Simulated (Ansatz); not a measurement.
Crystal: Y2Ge3.

```xyz
5
Lattice="4.3924 0.0000 0.0000 -2.1962 3.8040 0.0000 0.0000 0.0000 7.1073" Properties=species:S:1:pos:R:3 pbc="T T T"
Y     0.0000    0.0000    1.9195
Y     0.0000    0.0000    5.1878
Ge    2.1962    1.2680    0.0000
Ge    2.1962    1.2680    3.5536
Ge    0.0000    2.5360    0.0000
```

The cell comes from a database or a generator and needn't be the stable form of this composition.

Base run:

| Item | Value |
| --- | --- |
| Program | Ansatz 0.2.0 |
| Functional | r2SCAN |
| Potentials or basis | Ansatz PAW |
| Cutoff | 500 eV (not typed: the program's choice for these potentials) |
| k mesh | 7 × 7 × 4 |
| Occupations | fermi-dirac, width 0.05 eV |
| Spin | no spin polarisation |
| Hubbard terms | Y d U = 6 eV |

Its results: band gap on the k mesh none (metal or under the smearing width); pressure 7.8 GPa; largest force 0.090 eV/Å.

Task: The run is repeated on the same cell with these changes: hubbard terms from Y d U = 6 eV to none; hubbard projectors from ortho-atomic (the default) to none. What comes out?

Result: Band gap on the k mesh none (metal or under the smearing width); pressure -0.5 GPa; largest force 0.131 eV/Å.

Caveats: the PAW data sets come from PBE, with cores solved anew for the run's functional, which leaves a small shift of forces and pressure; the density of states is complete only up to the lowest level of the last band computed; U without spin polarisation on a metal has little footing (some runs); the U is typed as a test and isn't derived for this compound (some runs).
